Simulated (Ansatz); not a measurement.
**ClFH7PSi3: geometry optimisation from a Python script**

What geometry does ClFH7PSi3 take? The task is a geometry optimisation, for ClFH7PSi3. SMILES: F[SiH2]P([SiH3])[SiH2]Cl.

All numbers are computed with the Python package of Ansatz 0.2.0. Level of theory: B3LYP/def2-SVP.

## 1. The system

Bond lengths: F1–Si2 1.602 Å, Si2–P3 2.176 Å, P3–Si4 2.177 Å, P3–Si5 2.170 Å, Si5–Cl6 2.039 Å, Si2–H7 1.482 Å, Si2–H8 1.479 Å, Si4–H9 1.481 Å, Si4–H10 1.482 Å, Si4–H11 1.480 Å, Si5–H12 1.482 Å, Si5–H13 1.482 Å. Angles (14 of 21 angles, heavy atoms first): F1–Si2–P3 108.2°, Si2–P3–Si4 96.3°, Si2–P3–Si5 96.9°, Si4–P3–Si5 98.7°, P3–Si5–Cl6 117.7°, F1–Si2–H7 108.7°, F1–Si2–H8 108.7°, P3–Si2–H7 108.6°, P3–Si2–H8 113.1°, P3–Si4–H9 109.2°, P3–Si4–H10 108.2°, P3–Si4–H11 112.3°, P3–Si5–H12 108.7°, P3–Si5–H13 108.5°.

No structure file is read: the coordinates are typed or built in the script.

## 2. Script

The input, clfh7psi3_opt.py:

```python
'''Relax the ClFH7PSi3 molecule.'''

import itertools
import warnings

import ansatz as az
from ase import Atoms
from ase.data import atomic_numbers, covalent_radii
import numpy as np

warnings.simplefilter('ignore', az.DeckWarning)

atoms = Atoms(['F', 'Si', 'P', 'Si', 'Si', 'Cl', 'H', 'H', 'H', 'H', 'H', 'H', 'H'], positions=[
    (2.9609, -0.2899, -0.7743),
    (1.5811, -0.947, -0.2948),
    (-0.0527, 0.1809, -1.1847),
    (0.0763, 1.8877, 0.161),
    (-1.6691, -0.8857, -0.2062),
    (-1.5575, -1.1273, 1.8158),
    (1.5211, -2.3413, -0.7933),
    (1.5449, -0.9501, 1.1841),
    (1.2032, 2.7536, -0.2558),
    (-1.1826, 2.6617, 0.0493),
    (0.2708, 1.4791, 1.5697),
    (-2.9409, -0.1769, -0.4805),
    (-1.7555, -2.2447, -0.7904),
])
clfh7psi3 = az.Crystal.molecule_from_ase(atoms)

base = (
    clfh7psi3.calculation()
    .basis(gaussian='def2-SVP')
    .functional('B3LYP')
)
symbols = [site.symbol for site in clfh7psi3.cartesian_sites]
start = np.array([site.position_ang for site in clfh7psi3.cartesian_sites], dtype=float)
def progress(event):
    if event['event'] == 'relax_step':
        row = event['data']
        print(f'step {row["step"]:3d}  E = {row["lagrangian_ev"]:.6f} eV  largest force component {row["allowed_force_max_ev_ang"]:.4f} eV/A')


data = base.relax(force_tolerance=0.005).session().plan().execute(on_event=progress).report
end = np.array(data['positions_ang'])

for key in ('converged', 'free_energy_ev', 'reference_energy_ev', 'n_frozen', 'n_occupied', 'n_virtual'):
    print(f'{key:22s} {data[key]}')

# pairs closer than 1.2 times the sum of covalent radii, before or after
radius = [covalent_radii[atomic_numbers[s]] for s in symbols]
span = lambda where, i, j: np.linalg.norm(where[i] - where[j])
bonded = [(i, j) for i, j in itertools.combinations(range(len(symbols)), 2) if min(span(start, i, j), span(end, i, j)) < 1.2 * (radius[i] + radius[j])]
print('pair        before    after (A)')
for i, j in bonded:
    print(f'{symbols[i]}{i}-{symbols[j]}{j}'.ljust(10), f'{span(start, i, j):8.4f} {span(end, i, j):8.4f}')
with open('clfh7psi3_opt.xyz', 'w') as handle:
    handle.write(f'{len(symbols)}\nrelaxed ClFH7PSi3\n')
    handle.writelines(f'{s:2s} {x:11.6f} {y:11.6f} {z:11.6f}\n' for s, (x, y, z) in zip(symbols, end))
```

## 3. Launch

On the command line:

```console
$ python clfh7psi3_opt.py
```

Q: Predict the main results. Wanted: total energy; dipole moment; moves of the relaxation; energy gained; last largest force component.

As calculated:

| quantity | value |
| --- | --- |
| total energy | -48264.5561 eV |
| dipole moment | 1.23 D |
| moves of the relaxation | 15 |
| energy gained | 0.315 eV |
| last largest force component | 0.0049 eV/Å |

The relaxation took 15 moves; the largest shift is 0.700 Å, of atom 8 (H). What to keep in mind:
- The end point is the stationary point reached from this start; no frequency run checks that it is a minimum, and the basis set is modest.
- b3lyp holds the VWN-RPA fit, as in Gaussian; the form of ORCA and Turbomole is b3lyp5.
